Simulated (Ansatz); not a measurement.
Crystal: Sr2Fe2S2OF2.

```xyz
9
Lattice="-2.0200 2.0200 8.9990 2.0200 -2.0200 8.9990 2.0200 2.0200 -8.9990" Properties=species:S:1:pos:R:3 pbc="T T T"
Sr    0.0000    0.0000    5.9213
Sr    0.0000    0.0000   12.0767
Fe    0.0000    2.0200    0.0000
Fe    2.0200    0.0000    0.0000
S     0.0000    0.0000   16.3096
S     0.0000    0.0000    1.6884
F     0.0000    2.0200    4.4995
F     2.0200    0.0000    4.4995
O     0.0000    0.0000    8.9990
```

```yaml
Program: Ansatz 0.2.0
Task: single point
Functional: PBEsol
Potentials_or_basis: Ansatz PAW
Cutoff: "420 eV (not typed: the program's choice for these potentials)"
k_mesh: 9 × 9 × 9
Occupations: fermi-dirac, width 0.05 eV
Spin: collinear spin, ferromagnetic start
Starting_moments: "[0.0, 0.0, 3.0, 3.0, 0.0, 0.0, 0.0, 0.0, 0.0] μB"
```

On this cell: pressure -4.1 GPa; largest force 0.345 eV/Å; net moment 7.88 μB per cell; site moments Sr +0.01; Fe +3.17; S +0.21; F +0.00; O +0.28 μB; band gap on the k mesh none (metal or under the smearing width).

The same run follows on a disturbed copy (atoms moved at random, drawn with an rms of 0.05 Å):

```
CELL_PARAMETERS angstrom
-2.02000 2.02000 8.99900
2.02000 -2.02000 8.99900
2.02000 2.02000 -8.99900
ATOMIC_POSITIONS crystal
Sr 0.32445 0.33008 0.99352
Sr 0.65950 0.66808 0.98649
Fe 0.48608 0.00043 0.48701
Fe 0.99229 0.49991 0.48748
S 0.91109 0.90716 0.00298
S 0.09664 0.07926 0.99096
F 0.75319 0.25342 0.50989
F 0.23406 0.74613 0.48495
O 0.49714 0.49943 0.99603
```

Q: What does the disturbed cell give?

A: The energy (extrapolated to zero smearing) moves by +2.1 meV/atom; pressure -4.1 GPa; largest force 0.300 eV/Å; net moment 7.82 μB per cell; site moments Sr +0.01; Fe +3.14, +3.12; S +0.20, +0.21; F +0.00; O +0.28 μB; band gap on the k mesh none (metal or under the smearing width).

Forces in eV/Å, atoms in the order of the input:
```
Sr   0.002  0.074 -0.240
Sr   0.039  0.067  0.011
Fe  -0.063 -0.034  0.038
Fe  -0.007  0.236 -0.111
S    0.015 -0.099  0.179
S    0.140 -0.097 -0.229
F   -0.129 -0.212  0.170
F    0.032  0.178  0.216
O   -0.029 -0.113 -0.033
```

Stress tensor (GPa, compression positive):
```
-4.75 -0.02 -0.05
-0.02 -4.63  0.06
-0.05  0.06 -2.81
```

Caveats: semilocal functionals often make such compounds metallic where correlation or magnetic order opens a gap, which also shifts bond lengths; only a ferromagnetic start was run, and an antiferromagnetic order may lie lower in energy; the PAW data sets come from PBE, with cores solved anew for the run's functional, which leaves a small shift of forces and pressure.
